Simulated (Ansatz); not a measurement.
# Bi2TeSe2 (Skippenite): the cost of one run

All numbers are computed with Ansatz 0.2.0 through its Python package. Level of theory: DFT PBEsol, plane waves, PAW.

## Step 1: The system

Symmetry: R-3m, No. 166, trigonal system. Conventional cell: a = 4.183 Å, b = 4.183 Å, c = 29.137 Å, α = 90.00°, β = 90.00°, γ = 120.00°. Bi (site symmetry 3m) has 3 Se at 2.93 Å and 3 Te at 3.06 Å in its first shell of neighbours. Around Te (site symmetry -3m) lie 6 Bi at 3.06 Å. Se (site symmetry 3m) is surrounded by 3 Bi at 2.93 Å.

The script holds or builds the structure itself.

## Step 2: The script

The input, run_eos.py:

```python
'''Equation of state of Bi2TeSe2.'''

import ansatz as az
import numpy as np

VECTORS = np.array([
    [2.0915, 1.207528, 9.712333],
    [-2.0915, 1.207528, 9.712333],
    [0.0, -2.415056, 9.712333],
])
SITES = [
    ('Bi', (0.39806, 0.39806, 0.39806)),
    ('Bi', (0.60194, 0.60194, 0.60194)),
    ('Te', (0.0, 0.0, 0.0)),
    ('Se', (0.2116, 0.2116, 0.2116)),
    ('Se', (0.7884, 0.7884, 0.7884)),
]


def crystal_on(cell):
    crystal = az.Crystal(lattice=az.Lattice.of(cell))
    for symbol, position in SITES:
        crystal = crystal.atom(symbol, position)
    return crystal

# scale the volume, keep shape and fractions
volumes, energies, pressures = [], [], []
for scale in np.linspace(0.94, 1.06, 7):
    cell = VECTORS * scale ** (1 / 3)
    job = crystal_on(cell).calculation()
    job = job.functional('pbesol').occupations('fermi_dirac')
    job = job.basis(500).kpoints(6, 6, 6)
    job = job.stress()
    r = job.run(threads=1).report
    volumes.append(abs(np.linalg.det(cell)) / len(SITES))
    energies.append(r['free_energy_ev'] / len(SITES))
    pressures.append(np.trace(r['stress_gpa']) / 3)
    print(f'V = {volumes[-1]:8.4f} A^3/atom  F = {energies[-1]:.5f} eV/atom  P = {pressures[-1]:8.3f} GPa')

# third-order Birch-Murnaghan: a cubic in V^(-2/3)
x = np.array(volumes) ** (-2 / 3)
poly = np.polynomial.Polynomial.fit(x, energies, 3).convert()
roots = poly.deriv().roots()
x0 = min((r.real for r in roots if abs(r.imag) < 1e-9 and poly.deriv(2)(r.real) > 0), key=lambda r: abs(r - x.mean()))
v0 = x0 ** -1.5
b0 = 4 / 9 * poly.deriv(2)(x0) * v0 ** (-7 / 3) * 160.21766
b1 = 4 + 2 / 3 * x0 * poly.deriv(3)(x0) / poly.deriv(2)(x0)
print(f'V0 = {v0:.4f} A^3/atom, B0 = {b0:.1f} GPa, dB/dP = {b1:.2f}')
```

## Step 3: Running it

On the command line:

```bash
python run_eos.py
```

**Question.** How long does this script take on 1 thread of Arm Neoverse V2, shared host, and how much memory does it need?

About 89 s, with a peak of 0.61 GiB.
